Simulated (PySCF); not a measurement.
# C8H13NO: the cost of one run

Computed with PySCF 2.14.0 and routines of our own; the level stands in each step. Atoms count from 0.

## (1) The starting structure

23 atoms, charge 0, multiplicity 1; geometry from: GFN2-xTB.

## (2) Open-shell or spin-flip excitations: collinear spin-flip TDA BHandHLYP/def2-SVP

The job: settings as JSON, then the geometry in Å.

```
{"job": {"kind": "uabs", "xc": "BHandHLYP", "basis": "def2-SVP", "nstates": 8, "spin_flip": true, "ref_mult": 3}, "charge": 0, "multiplicity": 1}
C      3.016369    -0.059555     1.424934
C      2.284971    -0.246697     0.338755
C      0.894809     0.240724     0.174623
N      0.508895     1.448252     0.246266
C      1.383325     2.545803     0.505862
C     -0.123030    -0.778649    -0.130356
C      0.114720    -2.082732    -0.022796
C     -1.464524    -0.239062    -0.542848
O     -2.371053    -1.280317    -0.818177
C     -3.636320    -0.806669    -1.192362
H      4.028285    -0.422649     1.503498
H      2.619594     0.442930     2.292120
H      2.687547    -0.775453    -0.516456
H      1.137275     3.333166    -0.209456
H      2.452460     2.310600     0.445252
H      1.160456     2.930458     1.503292
H      1.068695    -2.467636     0.295168
H     -0.659943    -2.794221    -0.244589
H     -1.845620     0.405631     0.264698
H     -1.333834     0.403720    -1.428464
H     -3.582779    -0.195374    -2.102729
H     -4.255266    -1.682036    -1.380829
H     -4.089785    -0.203253    -0.395330
```

With the program's defaults for keys left out, this is: collinear spin-flip TDA BHandHLYP/def2-SVP, vertical, gas phase, core orbitals frozen in the response.

Launch:

```sh
OMP_NUM_THREADS=1 python excited_run.py task.json out
```

One launch serves the whole session: the jobs run in the order shown.

**Question.** How long does this first job take on 1 thread of Intel Xeon at 2.50GHz, shared host, and how much memory does it need?

About 3.5 min, with a peak of 0.68 GiB.
